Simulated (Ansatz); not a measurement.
# C₂H₄BFGe: one species, many methods

The task here is to estimate one member of a computed series from the others.

Method: functionals in def2-TZVPP, the program's frozen cores in correlated methods; program: Ansatz 0.2.0, Gaussian basis.

Levels to be run: LDA (SPW92), PBE-D4, revPBE-D4, BLYP-D4, r2SCAN-D4, B97M-V, PBE0-D4, B3LYP-D4, r2SCANh-D4, r2SCAN0-D4, HSE06-D4, BHLYP-D4, CAM-B3LYP-D4, LC-ωPBE, ωB97X-V, ωB97M-V, B2PLYP, PBE-QIDH; CCSD(T)/def2-SVP; CCSD(T)/def2-TZVPP; MP2/def2-QZVPP; extrapolation to the limit; RPA on PBE.

**Structure used throughout**

An earlier PBE0-D4 in a triple-zeta def2 set relaxation fixed the geometry.

SMILES `F[B]1C=[CH][GeH2]1`, 9 atoms, charge 0, spin multiplicity 1.

Atoms are counted from 1 here; the program's logs count them from 0.

Bond lengths: F1–B2 1.314 Å, B2–C3 1.546 Å, B2–Ge5 2.086 Å, C3–C4 1.354 Å, C3–H6 1.089 Å, C4–Ge5 1.979 Å, C4–H7 1.088 Å, Ge5–H8 1.541 Å, Ge5–H9 1.541 Å. Angles: F1–B2–C3 130.6°, F1–B2–Ge5 140.0°, C3–B2–Ge5 89.4°, B2–C3–C4 102.9°, B2–C3–H6 132.4°, C4–C3–H6 124.7°, C3–C4–Ge5 99.9°, C3–C4–H7 124.8°, Ge5–C4–H7 135.3°, B2–Ge5–C4 67.9°, B2–Ge5–H8 122.9°, B2–Ge5–H9 122.9°, C4–Ge5–H8 114.5°, C4–Ge5–H9 114.5°, H8–Ge5–H9 107.9°.

As a file:

```mol
C2H4BFGe
  3D, bonds by distance, orders not assigned

  9  9  0  0  0  0  0  0  0  0999 V2000
   -1.2606   -0.6216   -2.1852 F   0  0
   -0.5919   -0.2988   -1.1014 B   0  0
    0.8147    0.3196   -0.9329 C   0  0
    0.9445    0.4141    0.4120 C   0  0
   -0.8011   -0.3310    0.9739 Ge  0  0
    1.5713    0.6291   -1.6524 H   0  0
    1.8187    0.8095    0.9253 H   0  0
   -1.7011    0.6585    1.7393 H   0  0
   -0.7059   -1.6257    1.8044 H   0  0
  1  2  8  0
  2  3  8  0
  3  4  8  0
  4  5  8  0
  3  6  8  0
  4  7  8  0
  5  8  8  0
  5  9  8  0
  2  5  8  0
M  END
```

Set-up of the first run:

The input, in.yaml:

```yaml
crystal:
  periodic: [false, false, false]
  atoms:
    - {symbol: F, position_ang: [-1.260618, -0.621617, -2.185170]}
    - {symbol: B, position_ang: [-0.591879, -0.298781, -1.101388]}
    - {symbol: C, position_ang: [0.814694, 0.319593, -0.932948]}
    - {symbol: C, position_ang: [0.944486, 0.414094, 0.411992]}
    - {symbol: Ge, position_ang: [-0.801110, -0.330969, 0.973885]}
    - {symbol: H, position_ang: [1.571322, 0.629115, -1.652434]}
    - {symbol: H, position_ang: [1.818683, 0.809514, 0.925272]}
    - {symbol: H, position_ang: [-1.701131, 0.658541, 1.739315]}
    - {symbol: H, position_ang: [-0.705947, -1.625691, 1.804376]}
basis:
  gaussian: {orbitals: def2-TZVPP}
hamiltonian: {xc: lda}
output: {orbitals: {seedname: orbitals}}
```

Steps of the session up to this table: LDA; PBE-D4 (GGA); revPBE-D4 (GGA); BLYP-D4 (GGA); r2SCAN-D4 (meta-GGA); B97M-V (meta-GGA); PBE0-D4 (hybrid); B3LYP-D4 (hybrid); r2SCANh-D4 (hybrid); r2SCAN0-D4 (hybrid); HSE06-D4 (hybrid); BHLYP-D4 (hybrid); CAM-B3LYP-D4 (range-separated); LC-ωPBE (range-separated); ωB97X-V (range-separated); ωB97M-V (range-separated); B2PLYP (double hybrid); PBE-QIDH (double hybrid).

One of the session's tables, all rows but one given; the rest of the session is left out.

It belongs to the step «Frontier levels by functional». 

```
  functional  HOMO (eV)  LUMO (eV)  gap (eV)
 LDA (SPW92)      -6.53      -2.98      3.55
      PBE-D4      -6.38      -2.71      3.67
   revPBE-D4      -6.32      -2.60      3.72
     BLYP-D4      -6.27      -2.53      3.74
   r2SCAN-D4      -6.64      -2.49      4.16
      B97M-V      -6.70      -2.42      4.28
     PBE0-D4      -7.59      -1.70      5.89
    B3LYP-D4      -7.40      -1.90      5.50
  r2SCANh-D4      -7.09      -2.12      4.97
  r2SCAN0-D4      -7.76      -1.58      6.18
    HSE06-D4          ?          ?         ?
    BHLYP-D4      -8.71      -0.56      8.15
CAM-B3LYP-D4      -8.93      -0.51      8.41
     LC-ωPBE     -10.22       0.65     10.87
     ωB97X-V      -9.89       0.58     10.46
     ωB97M-V      -9.71       0.43     10.14
```

Q: Estimate the row for HSE06-D4 from the others.

**Answer.** HOMO (eV): -7.19; LUMO (eV): -2.08; gap (eV): 5.11. In the column «HOMO (eV)» it lies between B3LYP-D4 (-7.40) and r2SCANh-D4 (-7.09).
